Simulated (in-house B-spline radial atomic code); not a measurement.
# Be²⁺: excited configurations

How much energy does it take to promote electrons of Be²⁺ to other shells? Each configuration is solved by itself and compared with the reference.

Program: in-house B-spline radial atomic code version 1. Level of theory: non-relativistic BHandHLYP, spin-polarised, spherical fractional occupations, point nucleus, basis-set limit. These are calculated values, not measurements, unless marked.

### Step 1. What is computed

| Property | Result |
| --- | --- |
| element | beryllium (Z = 4) |
| charge | +2 |
| electrons | 2 |
| configuration | 1s2 |
| Hamiltonian | non-relativistic |
| nucleus | point |

Where spins are not typed, each open shell is filled with up spins first.

### Step 2. Reference run

Settings of the run:

```ini
Z = 4
electrons = 2.0
configuration = 1s2
hamiltonian = nr
method = bhandhlyp
spin_polarised = True
```

### Step 3. Run with 1s1 2s1

Settings of the run:

```ini
Z = 4
electrons = 2.0
configuration = 1s1 2s1
hamiltonian = nr
method = bhandhlyp
spin_polarised = True
```

### Step 4. Run with 1s1,0 2s1,0

In configurations, two counts after a shell (as in p1,2) give the electrons with spin up and with spin down.

Settings of the run:

```ini
Z = 4
electrons = 2.0
configuration = 1s1,0 2s1,0
hamiltonian = nr
method = bhandhlyp
spin_polarised = True
```

Before running: How far above the reference does each configuration lie (order and size, in eV)?

The runs gave:

| net move | configuration | 2|M_S|+1 | energy above the reference (eV) | largest <r> (bohr) |
| --- | --- | --- | --- | --- |
| 1s → 2s | 1s1 2s1 | 3 | 118.69 | 1.75 |
| 1s → 2s, spins typed | 1s1,0 2s1,0 | 3 | 118.69 | 1.75 |

The lowest of them is 1s → 2s at 118.69 eV and the highest 1s → 2s, spins typed at 118.69 eV. The reference has 2|M_S|+1 = 1; 2 of the configurations differ from it in spin. These are spherical averages at the typed spins, not spectroscopic levels.

Members of this set that are not shown: 2 used exact exchange with fractional occupations of an open shell, which is unsound here.
